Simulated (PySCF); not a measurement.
**Hg2S2: forces at shaken geometries**

How stiff is Hg2S2? Its atoms are displaced at random by several amounts. It is a constructed species; whether it can be made isn't addressed.

Program: PySCF 2.14.0. Level of theory: PBE0, Hg def2-SVP with ECP60, S def2-SVP; scalar-relativistic core potentials, no spin–orbit coupling. These are calculated values, not measurements.

2 further runs of the same task are left out: 1 for a known fault of the program, 1 that didn't finish.

### Step 1. The system as given

4 atoms, charge 0, spin multiplicity 1.

Bond lengths: Hg1–S3 2.644 Å, Hg1–S4 2.644 Å, Hg2–S3 2.644 Å, Hg2–S4 2.644 Å, S3–S4 2.299 Å. Angles: S3–Hg1–S4 51.6°, S3–Hg2–S4 51.6°, Hg1–S3–Hg2 128.4°, Hg1–S3–S4 64.2°, Hg2–S3–S4 64.2°, Hg1–S4–Hg2 128.4°, Hg1–S4–S3 64.2°, Hg2–S4–S3 64.2°.

Coordinates:

```tsv
atom	x (Å)	y (Å)	z (Å)
Hg1	0.0000	0.0000	2.3804
Hg2	0.0000	0.0000	-2.3804
S3	1.1497	0.0000	0.0000
S4	-1.1497	0.0000	0.0000
```

Formal oxidation states: Hg +2. An earlier session relaxed this geometry at PBE0, Hg def2-SVP with ECP60, S def2-SVP (singlet, point group D2h).

Its energy there is -1102.790083 Eh.

### Step 2. Atoms moved at random, σ = 0.06 Å

Contents of run.py (the lines that set the calculation):

```python
mol = gto.M(atom='''
Hg     0.01756    -0.03727     2.36276
Hg    -0.02998    -0.03056    -2.38601
S      1.19627     0.09574     0.04985
S     -1.18385    -0.02790    -0.02660''',
    basis={'Hg': 'def2-SVP', 'S': 'def2-SVP'},
    ecp={'Hg': 'def2-SVP'},
    charge=0, spin=0)
mf = dft.RKS(mol, xc='PBE0')
mf.grids.atom_grid = (50, 194)
mf = mf.density_fit()  # fitting sets: Hg def2-universal-JKFIT, S def2-universal-JKFIT
mf.conv_tol = 1e-08; mf.max_cycle = 55
mf.kernel(dm0)  # dm0: the density of the relaxed state
```

On the command line:

```sh
$ OMP_NUM_THREADS=2 python run.py
```

### Step 3. Atoms moved at random, σ = 0.03 Å

Edit run.py (the lines that set the calculation) of step 2 so:

```diff
@@ -1,6 +1,6 @@
 mol = gto.M(atom='''
-Hg     0.01756    -0.03727     2.36276
-Hg    -0.02998    -0.03056    -2.38601
-S      1.19627     0.09574     0.04985
-S     -1.18385    -0.02790    -0.02660''',
+Hg    -0.02248    -0.01080     2.39427
+Hg    -0.01975    -0.05300    -2.42880
+S      1.16757    -0.01067     0.03300
+S     -1.12534     0.07446     0.00153''',
     basis={'Hg': 'def2-SVP', 'S': 'def2-SVP'},
```

### Step 4. Atoms moved at random, σ = 0.15 Å

Edit run.py (the lines that set the calculation) of step 3 so:

```diff
@@ -1,6 +1,6 @@
 mol = gto.M(atom='''
-Hg    -0.02248    -0.01080     2.39427
-Hg    -0.01975    -0.05300    -2.42880
-S      1.16757    -0.01067     0.03300
-S     -1.12534     0.07446     0.00153''',
+Hg     0.00009     0.09920     2.29429
+Hg    -0.17807    -0.09684    -2.16934
+S      1.28342    -0.11992    -0.15508
+S     -1.10543     0.11757     0.03013''',
     basis={'Hg': 'def2-SVP', 'S': 'def2-SVP'},
```

Q: Predict the outcome of this session. Wanted: for each run, σ; energy rise; harmonic estimate −½ F·u; largest force component.

As calculated:

| σ (Å) | energy rise (eV) | harmonic estimate −½ F·u (eV) | largest force component (eV/Å) |
| --- | --- | --- | --- |
| 0.06 | 0.044 | 0.044 | 0.71 |
| 0.03 | 0.014 | 0.014 | 0.32 |
| 0.15 | 0.313 | 0.326 | 2.07 |

Every displacement raises the energy. For a harmonic well the rise equals −½ F·u; the two differ by at most 5 % here (a move with σ = 0.03 Å), from anharmonicity, the grid and the small forces left at the relaxed point. These are double-zeta-type bases without diffuse functions. Spin–orbit coupling is left out.
